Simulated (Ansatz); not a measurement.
**KEu3 under changes of volume**

One of the cells (51.528 Å³/atom); the others are scaled copies at fixed shape and fractional positions:

```
CELL_PARAMETERS angstrom
-2.91863 2.91863 6.04901
2.91863 -2.91863 6.04901
2.91863 2.91863 -6.04901
ATOMIC_POSITIONS crystal
Eu 0.50000 0.50000 0.00000
Eu 0.25000 0.75000 0.50000
Eu 0.75000 0.25000 0.50000
K 0.00000 0.00000 0.00000
```

The cell comes from a database or a generator and needn't be the stable form of this composition.

```yaml
Program: Ansatz 0.2.0
Functional: PBE
Potentials_or_basis: Ansatz PAW
Cutoff: "420 eV (not typed: the program's choice for these potentials)"
k_mesh: 7 × 7 × 7
Occupations: fermi-dirac, width 0.05 eV
Spin: collinear spin, ferromagnetic start
Starting_moments: "[7.0, 7.0, 7.0, 0.0] μB"
```

| volume (Å³/atom) | energy over the lowest point (meV/atom) | pressure (GPa) | moment (μB per cell) |
| --- | --- | --- | --- |
| 48.436 | ? | ? | ? |
| 49.467 | 0.00 | 0.0 | 22.40 |
| 50.497 | 0.22 | -0.1 | 22.35 |
| 51.528 | 1.53 | -0.3 | 22.31 |
| 52.558 | 3.88 | -0.5 | 22.29 |
| 53.589 | 7.22 | -0.6 | 22.27 |
| 54.619 | 11.45 | -0.7 | 22.25 |

Problem. What does the run at 48.436 Å³/atom give?

Solution. Energy over the lowest point 0.94 meV/atom; pressure 0.2 GPa; moment 22.46 μB per cell.

Worked out: A Birch-Murnaghan fit of order 3 (a polynomial in V^(-2/3)) to the other rows has its minimum at 49.79 Å³/atom with B0 = V·E''(V) = 8.6 GPa (rough, since the energies scatter) at fixed shape and positions, which overstates the stiffness. It gives 0.96 meV/atom at 48.436 Å³/atom, against the run's 0.94, and -dE/dV = 0.2 GPa, against 0.2. A parabola through the other rows of the moment, of slope -0.0559 μB per Å³/atom there, extrapolates to 22.45 μB, against the run's 22.46.

Energies are extrapolated to zero smearing.

Caveats: without U or exact exchange the open f shell lies at the Fermi level, which spoils levels, moments and volumes.
